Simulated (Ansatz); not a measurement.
**PbO: a single-point run**

Aim: a sound single-point run of PbO. The structure is shown as the input types it. The cell is built on a prototype (NiAs type) and needn't be the phase found in nature.

Computed with Ansatz 0.2.0 (density functional or hybrid calculation with the settings of its input, plane waves, unless a step's input says otherwise).

3 further runs of the same task are left out: 1 for a known fault of the program, 2 that didn't finish.

## Step 1: The system as given

It takes space group P6_3/mmc (No. 194, hexagonal). The conventional cell has a = 3.566 Å, b = 3.566 Å, c = 6.470 Å, α = 90.00°, β = 90.00°, γ = 120.00°. Pb (site symmetry -3m) is surrounded by 6 O at 2.62 Å. O (site symmetry -6m2) is surrounded by 6 Pb at 2.62 Å.

As a file:

```cif
data_structure
_symmetry_space_group_name_H-M 'P 1'
_symmetry_Int_Tables_number 1
_cell_length_a 3.5665
_cell_length_b 3.5665
_cell_length_c 6.4701
_cell_angle_alpha 90.000
_cell_angle_beta 90.000
_cell_angle_gamma 120.000
_cell_volume 71.27
loop_
_atom_site_label
_atom_site_type_symbol
_atom_site_fract_x
_atom_site_fract_y
_atom_site_fract_z
_atom_site_occupancy
Pb1 Pb 0.00000 0.00000 0.00000 1
Pb2 Pb 0.00000 0.00000 0.50000 1
O1 O 0.33333 0.66667 0.25000 1
O2 O 0.66667 0.33333 0.75000 1
```

## Step 2: Input and run

The input, input.yaml:

```yaml
crystal:
  lattice:
    - [3.5664584724, 0.0, 0.0]
    - [-1.7832292362, 3.0886436387, 0.0]
    - [0.0, 0.0, 6.4701096501]
  atoms:
    - { symbol: Pb, position: [0.0, 0.0, 0.0] }
    - { symbol: Pb, position: [0.0, 0.0, 0.5] }
    - { symbol: O, position: [0.3333333333, 0.6666666667, 0.25] }
    - { symbol: O, position: [0.6666666667, 0.3333333333, 0.75] }
kpoints:
  mp_grid: { grid: [6, 6, 4] }
hamiltonian:
  xc: pbesol
scf:
  occupations: { method: gaussian, width: 1.5 }
  n_extra_bands: 5
output:
  forces: true
  stress: true
  eigenvalues: true
```

Command:

```
ansatz run input.yaml --threads 4 --pin off --max-ram 3686MiB --backend cpu --events-out ev --progress --plain --runs-dir out
```

**Question.** How will this run end, and is anything wrong with its input?

The run converged and reported no error. That alone doesn't make the input a sound one.

Look at the input: scf.occupations.width is 1.5. A smearing of this width stands for electrons at many thousands of kelvin; it empties bonding states and fills antibonding ones.

The test: set scf.occupations.width to 0.2.
